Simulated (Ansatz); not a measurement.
# C₃H₆AlI: a ladder of functionals and wavefunction methods

An exercise on one series of results from a longer session: the logs are not shown, and one member is left open.

The runs use Ansatz 0.2.0, Gaussian basis; functionals in def2-TZVPP, the program's frozen cores in correlated methods.

Plan: PBE-D4, r2SCAN-D4, PBE0-D4, B3LYP-D4, ωB97X-V, ωB97M-V, B2PLYP; CCSD(T)/def2-TZVPP; MP2/def2-QZVPP; extrapolation to the limit.

## The geometry

The geometry comes from an earlier relaxation with PBE0-D4 in a triple-zeta def2 set; it is a stationary point, not always the lowest conformer. I takes the def2 core potential; no spin-orbit term is included.

SMILES `[CH3][AlH]/[CH]=C/I`, 11 atoms, charge 0, spin multiplicity 1.

Atoms are counted from 1 here; the program's logs count them from 0.

Bond lengths: C1–Al2 1.948 Å, C1–H6 1.092 Å, C1–H7 1.095 Å, C1–H8 1.096 Å, Al2–C3 1.947 Å, Al2–H9 1.590 Å, C3–C4 1.327 Å, C3–H10 1.088 Å, C4–I5 2.098 Å, C4–H11 1.085 Å. Angles: Al2–C1–H6 112.9°, Al2–C1–H7 111.0°, Al2–C1–H8 110.7°, H6–C1–H7 107.9°, H6–C1–H8 107.7°, H7–C1–H8 106.3°, C1–Al2–C3 121.3°, C1–Al2–H9 123.8°, C3–Al2–H9 115.0°, Al2–C3–C4 116.9°, Al2–C3–H10 124.7°, C4–C3–H10 118.4°, C3–C4–I5 125.1°, C3–C4–H11 124.3°, I5–C4–H11 110.6°.

Coordinates:

```
C    -1.8031   -0.9844    1.0137
Al    0.0339   -0.6587    0.4532
C     0.4894    0.8530   -0.6868
C     1.7672    0.9924   -1.0173
I     2.5412    2.5193   -2.2295
H    -1.9132   -1.9011    1.5973
H    -2.4716   -1.0530    0.1491
H    -2.1742   -0.1543    1.6248
H     1.2627   -1.5747    0.8755
H    -0.2259    1.5798   -1.0663
H     2.5590    0.3247   -0.6933
```

The first run:

File in.yaml:

```yaml
crystal:
  periodic: [false, false, false]
  atoms:
    - {symbol: C, position_ang: [-1.803099, -0.984422, 1.013731]}
    - {symbol: Al, position_ang: [0.033889, -0.658653, 0.453236]}
    - {symbol: C, position_ang: [0.489426, 0.852980, -0.686846]}
    - {symbol: C, position_ang: [1.767237, 0.992393, -1.017331]}
    - {symbol: I, position_ang: [2.541238, 2.519272, -2.229482]}
    - {symbol: H, position_ang: [-1.913207, -1.901133, 1.597284]}
    - {symbol: H, position_ang: [-2.471590, -1.053035, 0.149089]}
    - {symbol: H, position_ang: [-2.174213, -0.154281, 1.624823]}
    - {symbol: H, position_ang: [1.262680, -1.574657, 0.875459]}
    - {symbol: H, position_ang: [-0.225933, 1.579756, -1.066271]}
    - {symbol: H, position_ang: [2.558973, 0.324681, -0.693292]}
basis:
  gaussian: {orbitals: def2-TZVPP}
hamiltonian: {xc: pbe, dispersion: d4}
output: {forces: true, orbitals: {seedname: orbitals}}
```

On the command line:

```
> ansatz run in.yaml --threads 4 --pin off --events-out ev --progress --plain --max-ram 10444MiB
```

Steps of the session up to this table: PBE-D4 (GGA); r2SCAN-D4 (meta-GGA); PBE0-D4 (hybrid); B3LYP-D4 (hybrid); ωB97X-V (range-separated); ωB97M-V (range-separated); B2PLYP (double hybrid); CCSD(T) in def2-TZVPP; MP2 in def2-QZVPP.

One of the session's tables, all rows but one given; the rest of the session is left out.

It belongs to the step «Atomisation energies». 

```
            method  atomisation energy (kJ/mol)
            PBE-D4                       3968.4
         r2SCAN-D4                       3911.1
           PBE0-D4                       3908.7
          B3LYP-D4                       3887.6
           ωB97X-V                       3887.1
           ωB97M-V                       3889.5
            B2PLYP                       3849.8
     HF/def2-TZVPP                       2875.9
    MP2/def2-TZVPP                       3861.3
   CCSD/def2-TZVPP                       3735.8
CCSD(T)/def2-TZVPP                       3799.5
           MP2/CBS                            ?
       CCSD(T)/CBS                       3898.0
```

Q: Estimate the row for MP2/CBS from the others.

As computed: atomisation energy (kJ/mol): 3959.8. In the column «atomisation energy (kJ/mol)» it lies between r2SCAN-D4 (3911.1) and PBE-D4 (3968.4).
